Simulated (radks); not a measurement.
# Ionisation of Yb: one atom, several choices of relativity

The task here is to estimate one member of a computed series from the others.

Method: Kohn-Sham, PBEsol, spin-unpolarised, spherical densities. Code: radks (a radial shooting solver on a logarithmic mesh, Libxc functionals) version 1.

4 further runs of the same task are left out: 1 that didn't finish, 3 set aside as unsound or not needed.

### The system

- element: ytterbium (Z = 70)
- charge: 0
- electrons: 70
- configuration: [Xe] 4f14 6s2
- ion: Yb⁺, [Xe] 4f14 6s1
- choices: non-relativistic; scalar-relativistic; Dirac, 2j+1 shares; scalar-relativistic, finite nucleus; Dirac, 2j+1 shares, finite nucleus; Dirac, c × 2; Dirac, c × 1.5

Outer shells as boxes (Hund's rule):

Yb
```
[Xe] core
4f [↑↓][↑↓][↑↓][↑↓][↑↓][↑↓][↑↓]
6s [↑↓]
```

Yb⁺
```
[Xe] core
4f [↑↓][↑↓][↑↓][↑↓][↑↓][↑↓][↑↓]
6s [↑ ]
```

The first run:

The run's settings:

```text
Z 70
configuration [Xe] 4f14 6s2 5d0 6p0
relativity non-relativistic
functional pbe_sol,pbe_sol
spin unpolarised
nucleus point
```

Among the steps run: non-relativistic: Yb.

One of the session's tables, all rows but one given; the rest of the session is left out.

It belongs to the step «non-relativistic: Yb». Radial moments (bohr):

| level | <r> | outermost maximum (interpolated) | 90 % within | nodes |
| --- | --- | --- | --- | --- |
| 4p | 0.5372 | 0.493 | 0.781 | 2 |
| 4d | 0.5628 | 0.493 | 0.846 | 1 |
| 5s | 1.322 | 1.17 | 1.92 | 4 |
| 5p | 1.507 | 1.28 | 2.23 | 3 |
| 4f | 0.7466 | 0.475 | 1.29 | 0 |
| 6s | 4.236 | 3.60 | 6.27 | 5 |
| 5d | 3.286 | 1.97 | 5.68 | 2 |
| 6p | ? | ? | ? | ? |

Q: Estimate the row for 6p from the others.

**Answer.** <r>: 5.731; outermost maximum (interpolated): 4.71; 90 % within: 8.68; nodes: 4. In the column «<r>» it is the highest.

To keep in mind: Spin polarisation and multiplet splitting of open shells are left out at every level.
